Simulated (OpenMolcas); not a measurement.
**Nb²⁺ among point charges: CASSCF levels and susceptibility**

How does a field of 4 point charges split the states of Nb²⁺, and what χT follows?

Method: state-averaged CASSCF, spin-orbit coupling by RASSI with atomic mean-field integrals. Code: OpenMolcas 26.06.

1 further run of the same task is left out (it didn't finish).

## 1. The atom as given

| Quantity | Value |
| --- | --- |
| Species | Nb²⁺ (niobium, Z = 41, 39 electrons) |
| Basis | ANO-RCC-VDZP [6s5p3d1f], 43 functions |
| Scalar Hamiltonian | DKH2, point nucleus |
| Inactive shells | 1s 2s 2p 3s 3p 3d 4s 4p |
| Active space | 3 electrons in 5 orbitals (4d) |
| Some configurations of this space | 4d³ |
| Orbitals | optimised for each spin and parity, averaged over all roots |

Outer shells as boxes (Hund's rule):

4d3
```
4d [↑ ][↑ ][↑ ][  ][  ]
```

The ion sits among 4 point charges of -2.5 e arranged as a square (D4h), 1.93 Å from the ion. The active orbitals were held to one l.

The work runs as a chain of OpenMolcas steps in one folder; each step below is one input file. Labels, J, g values, rates, χT and fits are worked out afterwards by a script from the matrices that RASSI stores. The input lists half of the charges; inversion (Group=XYZ) makes the rest.

## 2. GATEWAY and SEWARD: basis and integrals

Input file a.inp:

```
&GATEWAY
Coord
1

Nb 0.0 0.0 0.0
Basis=ANO-RCC-VDZP
Group=XYZ
NoMove
AngMom=0.0 0.0 0.0
AMFI
XField
2 Angstrom 0
1.930000 0.000000 0.000000 -2.500000
0.000000 1.930000 0.000000 -2.500000
&SEWARD
```

The run is started by

```bash
$ OMP_NUM_THREADS=1 MOLCAS_MEM=1689 MOLCAS_PROJECT=a pymolcas a.inp > a.log
```

## 3. CASSCF: quartets of even parity, 10 roots

Input file a.inp:

```
&RASSCF
FileOrb=start.orb
Symmetry=1
Spin=4
nActEl=3 0 0
Inactive=9 9
Ras2=5 0
CIRoot=10 10 1
SDav=10
CIMx=300
Iter=120 100
PrWF=0.3
OrbListing=Nothing
MaxOrb=0
SupSym
1
15 4 5 6 7 8 10 11 12 13 14 17 18 19 20 21
0
>>> COPY $Project.JobIph JOB001
```

start.orb holds the contracted functions of the basis, ordered by shell, or the orbitals of the step before.

## 4. CASSCF: doublets of even parity, 40 roots

Input file a.inp:

```
&RASSCF
FileOrb=start.orb
Symmetry=1
Spin=2
nActEl=3 0 0
Inactive=9 9
Ras2=5 0
CIRoot=40 40 1
SDav=40
CIMx=300
Iter=120 100
PrWF=0.3
OrbListing=Nothing
MaxOrb=0
SupSym
1
15 4 5 6 7 8 10 11 12 13 14 17 18 19 20 21
0
>>> COPY $Project.JobIph JOB002
```

## 5. RASSI: spin-orbit coupling between the states

Input file a.inp:

```
&RASSI
NrOfJobIphs=2 10 40
1 2 3 4 5 6 7 8 9 10
1 2 3 4 5 6 7 8 9 10 11 12 13 14 15 16 17 18 19 20 21 22 23 24 25 26 27
28 29 30 31 32 33 34 35 36 37 38 39 40
IphNames
JOB001
JOB002
EJob
SpinOrbit
DIPRint=1.0
SOCoupling=1000.0
Subsets=2
Property=9
'ANGMOM' 1 'ANGMOM' 2 'ANGMOM' 3 'MLTPL  1' 1 'MLTPL  1' 2 'MLTPL  1' 3
'AMFI' 1 'AMFI' 2 'AMFI' 3
SOProperty=3
'ANGMOM' 1 'ANGMOM' 2 'ANGMOM' 3
```

What does the calculation give? Wanted: spin-free ground state; first state of the same spin within the active space; lowest level; next level.

The runs gave:

| quantity | value |
| --- | --- |
| method | CASSCF |
| spin-free ground state | 4A2, 1-fold in its orbital part |
| first state of the same spin within the active space | 4B1 at 17800 cm⁻¹ |
| lowest level | 2-fold E3/2, g = 0.00, 0.00, 5.97 |
| next level | 36.4 cm⁻¹ |
| χT at 300 K | 1.85 cm³ K/mol |
| effective moment at 300 K | 3.84 μB |

In words: The spin-free ground state (4A2) comes to 81 % from free-ion P terms and keeps the highest spin of the shell. χT at 300 K is 1.85, against 1.88 cm³ K/mol for the spin alone; near agreement at one temperature doesn't show that the orbital moment is quenched. The field of point charges can differ much from that of real complexes. This is an electrostatic model: the charges have no orbitals.
